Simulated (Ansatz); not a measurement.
**C₂H₁₀B₂O₂: up Jacob's ladder to CCSD(T)**

An exercise on one series of results from a longer session: the logs are not shown, and one member is left open.

Program: Ansatz 0.2.0, Gaussian basis. Level of theory: functionals in def2-TZVPP, the program's frozen cores in correlated methods. These are calculated values, not measurements.

Plan: LDA (SPW92), PBE-D4, revPBE-D4, BLYP-D4, r2SCAN-D4, B97M-V, PBE0-D4, B3LYP-D4, r2SCANh-D4, r2SCAN0-D4, HSE06-D4, BHLYP-D4, CAM-B3LYP-D4, LC-ωPBE, ωB97X-V, ωB97M-V, B2PLYP, PBE-QIDH; CCSD(T)/def2-SVP; CCSD(T)/def2-TZVPP; MP2/def2-QZVPP; extrapolation to the limit; RPA on PBE.

**The geometry**

An earlier PBE0-D4 in a triple-zeta def2 set relaxation fixed the geometry.

SMILES `C[O+]1[BH2-][O+](C)[BH2-]1`, 16 atoms, charge 0, spin multiplicity 1.

Atoms are counted from 1 here; the program's logs count them from 0.

Bond lengths: C1–O2 1.416 Å, C1–H7 1.090 Å, C1–H8 1.093 Å, C1–H9 1.090 Å, O2–B3 1.541 Å, O2–B6 1.541 Å, B3–O4 1.541 Å, B3–H10 1.210 Å, B3–H11 1.202 Å, O4–C5 1.416 Å, O4–B6 1.541 Å, C5–H12 1.093 Å, C5–H13 1.090 Å, C5–H14 1.090 Å, B6–H15 1.210 Å, B6–H16 1.202 Å. Angles: O2–C1–H7 108.4°, O2–C1–H8 110.4°, O2–C1–H9 108.4°, H7–C1–H8 110.0°, H7–C1–H9 109.6°, H8–C1–H9 110.0°, C1–O2–B3 120.1°, C1–O2–B6 120.1°, B3–O2–B6 89.8°, O2–B3–O4 88.2°, O2–B3–H10 110.9°, O2–B3–H11 113.0°, O4–B3–H10 110.9°, O4–B3–H11 113.0°, H10–B3–H11 117.2°, B3–O4–C5 120.1°, B3–O4–B6 89.8°, C5–O4–B6 120.1° and more.

Set-up of the first run:

in.yaml

```yaml
crystal:
  periodic: [false, false, false]
  atoms:
    - {symbol: C, position_ang: [-1.676031, -1.294033, -0.772883]}
    - {symbol: O, position_ang: [-0.723610, -0.260000, -0.945032]}
    - {symbol: B, position_ang: [0.768124, -0.530223, -0.671398]}
    - {symbol: O, position_ang: [0.853886, 0.867020, -0.028326]}
    - {symbol: C, position_ang: [1.623388, 1.063171, 1.144429]}
    - {symbol: B, position_ang: [-0.684085, 0.925471, 0.037967]}
    - {symbol: H, position_ang: [-1.480746, -2.068401, -1.514655]}
    - {symbol: H, position_ang: [-1.604640, -1.713393, 0.233918]}
    - {symbol: H, position_ang: [-2.669868, -0.876437, -0.933844]}
    - {symbol: H, position_ang: [0.905062, -1.398631, 0.160584]}
    - {symbol: H, position_ang: [1.420148, -0.625646, -1.676123]}
    - {symbol: H, position_ang: [1.308735, 0.367786, 1.926760]}
    - {symbol: H, position_ang: [1.483304, 2.090758, 1.479762]}
    - {symbol: H, position_ang: [2.672535, 0.898982, 0.898784]}
    - {symbol: H, position_ang: [-1.082963, 0.594184, 1.131687]}
    - {symbol: H, position_ang: [-1.136137, 1.936790, -0.427430]}
basis:
  gaussian: {orbitals: def2-TZVPP}
hamiltonian: {xc: lda}
output: {orbitals: {seedname: orbitals}}
```

Launch:

```bash
$ ansatz run in.yaml --threads 4 --pin off --events-out ev --progress --plain --max-ram 11315MiB
```

Among the steps run: LDA; PBE-D4 (GGA); revPBE-D4 (GGA); BLYP-D4 (GGA); r2SCAN-D4 (meta-GGA); B97M-V (meta-GGA); B3LYP-D4 (hybrid); r2SCANh-D4 (hybrid); r2SCAN0-D4 (hybrid); HSE06-D4 (hybrid); BHLYP-D4 (hybrid); CAM-B3LYP-D4 (range-separated); LC-ωPBE (range-separated); ωB97X-V (range-separated); ωB97M-V (range-separated); B2PLYP (double hybrid); PBE-QIDH (double hybrid).

One table of the session follows, with a row left open; its other results are not shown here.

It belongs to the step «Orbital energies across the functionals». 

```
  functional  HOMO (eV)  LUMO (eV)  gap (eV)
 LDA (SPW92)          ?          ?         ?
      PBE-D4      -6.23      -0.28      5.96
   revPBE-D4      -6.20      -0.14      6.06
     BLYP-D4      -6.18      -0.18      6.00
   r2SCAN-D4      -6.53       0.24      6.77
      B97M-V      -6.71      -0.11      6.60
     PBE0-D4      -7.66       0.62      8.28
    B3LYP-D4      -7.48       0.36      7.83
  r2SCANh-D4      -7.06       0.54      7.60
  r2SCAN0-D4      -7.86       0.96      8.82
    HSE06-D4      -7.25       0.25      7.50
    BHLYP-D4      -9.07       1.39     10.46
CAM-B3LYP-D4      -9.11       1.50     10.61
     LC-ωPBE     -10.42       2.76     13.18
     ωB97X-V     -10.13       2.55     12.68
     ωB97M-V     -10.02       2.15     12.17
```

**Question.** Estimate the row for LDA (SPW92).

The run gave: HOMO (eV): -6.28; LUMO (eV): -0.58; gap (eV): 5.70. In the column «HOMO (eV)» it lies between r2SCAN-D4 (-6.53) and PBE-D4 (-6.23).
